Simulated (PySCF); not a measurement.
# SiBi⁻: changing the method

Aim: see what other levels and later steps give for SiBi⁻.

Computed with PySCF 2.14.0. Level: each script names its method and basis.

6 further runs of the same task are left out: 6 that didn't finish.

## (1) The system as given

SiBi⁻: 2 atoms, charge -1, spin multiplicity 1.

Bond lengths: Si1–Bi2 2.675 Å.

## (2) The run that the others are compared with

The input, input.py:

```python
from pyscf import gto, scf

mol = gto.M(
    atom='Si 0 0 0; Bi 0 0 2.675',
    basis='def2-svp',
    ecp={'Bi': 'def2-svp'},
    charge=-1,
    spin=0,
    symmetry=True,
    verbose=3,
)
mf = scf.RHF(mol)
mf.kernel()
mf.mulliken_pop()
mf.dip_moment()
print('orbital energies (hartree):', mf.mo_energy[..., max(0, mol.nelec[1]-3):mol.nelec[0]+3].round(4))
```

Started as:

```
$ OMP_NUM_THREADS=1 python input.py
```

## (3) MP2

Edit 1 changes step after the SCF: analyze → mp2; frozen orbitals: none → 9.

Edit input.py of step 2 so:

```diff
@@ -1,2 +1,2 @@
-from pyscf import gto, scf
+from pyscf import gto, scf, mp
 
@@ -13,3 +13,3 @@
 mf.kernel()
-mf.mulliken_pop()
+mp.MP2(mf, frozen=9).kernel()
 mf.dip_moment()
```

## (4) Gradient

Edit 2 changes step after the SCF: analyze → gradient.

Edit input.py of step 2 so:

```diff
@@ -13,3 +13,3 @@
 mf.kernel()
-mf.mulliken_pop()
+mf.nuc_grad_method().kernel()
 mf.dip_moment()
```

## (5) Polarisability

Edit 3 changes step after the SCF: analyze → polarizability.

Edit input.py of step 2 so:

```diff
@@ -1,2 +1,3 @@
 from pyscf import gto, scf
+from pyscf.prop.polarizability import rhf as pol
 
@@ -13,3 +14,4 @@
 mf.kernel()
-mf.mulliken_pop()
+print('polarizability (a.u.)')
+print(pol.Polarizability(mf).polarizability().round(4))
 mf.dip_moment()
```

## (6) Lc_wpbe (RKS)

Edit 4 changes functional: none (Hartree–Fock) → lc_wpbe; SCF type: RHF → RKS.

Edit input.py of step 2 so:

```diff
@@ -1,2 +1,2 @@
-from pyscf import gto, scf
+from pyscf import gto, dft
 
@@ -11,3 +11,3 @@
 )
-mf = scf.RHF(mol)
+mf = dft.RKS(mol, xc='lc_wpbe')
 mf.kernel()
```

Q: Predict the outcome of this session. Wanted: for each run, E(SCF); from base; after the SCF.

As calculated:

```
           run  E(SCF) (hartree)  from base (eV)                           after the SCF
          base       -502.367771               0                                     n/a
           MP2       -502.367771          0.0000  MP2 correlation -6.156 eV, core frozen
      gradient       -502.367771          0.0000                                     n/a
polarisability       -502.367771          0.0000                       mean α 84.5 bohr³
 lc_wpbe (RKS)       -503.935653  not comparable                                     n/a
```

A lower total energy from another functional means nothing by itself. The dearest run is “lc_wpbe (RKS)”, at 5.2 s against 1.2 s.
